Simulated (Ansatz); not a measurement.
# Cs2HfTe3: the cost of one run

Computed with Ansatz 0.2.0 (DFT PBE, scalar-relativistic, plane waves, PAW, unless a step's input says otherwise).

### 1 The structure to begin with

The structure is monoclinic, space group C2/m (No. 12). The conventional cell has a = 7.642 Å, b = 13.222 Å, c = 4.360 Å, α = 90.00°, β = 90.38°, γ = 90.00°. Cs (site symmetry 2) has 6 Te at 3.09 to 3.11 Å as nearest neighbours. Hf (site symmetry 2/m) has 2 Hf at 4.36 Å and 12 Te at 4.39 to 4.41 Å and 6 Cs at 4.39 to 4.42 Å as nearest neighbours. Te (site symmetry -1) is surrounded by 4 Cs at 3.09 to 3.10 Å and 4 Hf at 4.39 to 4.40 Å. Te (site symmetry 2/m) has 4 Cs at 3.11 Å and 4 Hf at 4.39 to 4.41 Å as nearest neighbours.

Cell or atoms stand a little off a more symmetric structure (P6/mmm at a tolerance of 0.3 Å), so results at this geometry aren't those of that ideal crystal.

Structure file:

```xyz
6
Lattice="3.8210 -6.6108 0.0000 3.8210 6.6108 0.0000 -0.0289 0.0000 4.3598" Properties=species:S:1:pos:R:3 pbc="T T T"
Cs    3.8210   -2.2212    0.0000
Cs    3.8210    2.2212    0.0000
Hf    0.0000    0.0000    0.0000
Te    1.8961    3.3054    2.1799
Te    1.8961   -3.3054    2.1799
Te    3.8066    0.0000    2.1799
```

Recipe of the guess: species swapped into a database cell of YB2Ir3 (C2/m, No. 12), with Hf on the Y sites, Cs on the B sites and Te on the Ir sites. Lengths come from tabulated atomic sizes and are only a guess.

### 2 The guess as it stands, on a coarse mesh

input.yaml

```yaml
crystal:
  lattice:
    - [3.82103707, -6.61084397, 0.0]
    - [3.82103707, 6.61084397, 0.0]
    - [-0.02891101, 0.0, 4.35976642]
  atoms:
    - { symbol: Cs, position: [0.668, 0.332, 0.0] }
    - { symbol: Cs, position: [0.332, 0.668, 0.0] }
    - { symbol: Hf, position: [0.0, 0.0, 0.0] }
    - { symbol: Te, position: [0.0, 0.5, 0.5] }
    - { symbol: Te, position: [0.5, 0.0, 0.5] }
    - { symbol: Te, position: [0.5, 0.5, 0.5] }
basis:
  ecutwfc: 420
kpoints:
  mp_grid: { grid: [4, 4, 4] }
hamiltonian:
  xc: pbe
scf:
  occupations: { method: gaussian, width: 0.1 }
  lower_state_search: "off"
output:
  forces: true
  stress: true
  eigenvalues: true
```

On the command line:

```console
ansatz run input.yaml --threads 1 --pin off --max-ram 2560MiB --backend cpu --events-out ev --progress --plain --runs-dir out
```

Q: Estimate wall time and peak memory on 1 thread of Arm Neoverse V2, shared host.

About 17 s, with a peak of 0.59 GiB.
